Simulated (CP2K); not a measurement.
## Ta3AsAu2O13 in CP2K: the effect of functional

The system is Ta3AsAu2O13.

```
CELL_PARAMETERS angstrom
5.72386 0.00000 0.00000
1.29464 6.25668 0.00000
0.26816 1.30982 8.36637
ATOMIC_POSITIONS crystal
Ta 0.21713 0.30521 0.58431
Ta 0.03325 0.11123 0.99855
Ta 0.58248 0.62145 0.50482
As 0.58707 0.89691 0.83049
Au 0.58004 0.09228 0.18613
Au 0.04485 0.82077 0.44682
O 0.66201 0.69726 0.71088
O 0.51632 0.13418 0.69625
O 0.85098 0.88773 0.91932
O 0.34466 0.87003 0.94651
O 0.73015 0.29240 0.03095
O 0.24622 0.21809 0.11075
O 0.12900 0.09398 0.49104
O 0.48032 0.38887 0.43499
O 0.05966 0.26685 0.78594
O 0.93330 0.53240 0.45645
O 0.49975 0.85161 0.34971
O 0.25256 0.62988 0.62473
O 0.91878 0.95175 0.22636
```

The cell was built by a generator and needn't be a form met in nature.

Alike in all runs:

- Program: CP2K 2026.2
- Task: single point
- Potentials or basis: GTH_POTENTIALS Ta GTH-PBE-q13, As GTH-PBE-q5, Au GTH-PBE-q11, O GTH-PBE-q6; DZVP-MOLOPT-SR-GTH basis
- Density cutoff: 12245 eV
- k mesh: 4 × 4 × 3
- Occupations: fermi-dirac, width 0.05 eV
- Spin: no spin polarisation

| functional | gap on the mesh (eV) | pressure (GPa) | largest force (eV/Å) |
| --- | --- | --- | --- |
| PBE | 1.31 | 0.7 | 1.36 |
| LDA | 1.25 | -4.6 | 1.23 |
| PBEsol | ? | ? | ? |
| RPBE | 1.33 | 2.9 | 1.44 |

Question: What does the run with functional PBEsol give?

Answer: gap on the mesh 1.27 eV; pressure -2.5 GPa; largest force 1.29 eV/Å.

Caveats: spin-orbit coupling is left out, which moves the levels of the heavy elements; an odd mesh through Γ misses points on the zone boundary, where band edges often lie; the basis of atomic orbitals isn't converged, which shifts pressures, moduli and gaps; the potentials were made for another functional, which shifts forces and pressure (some runs); forces of over 1 eV/Å show positions far from the minimum, so gaps and moduli don't describe the material at rest (some runs).
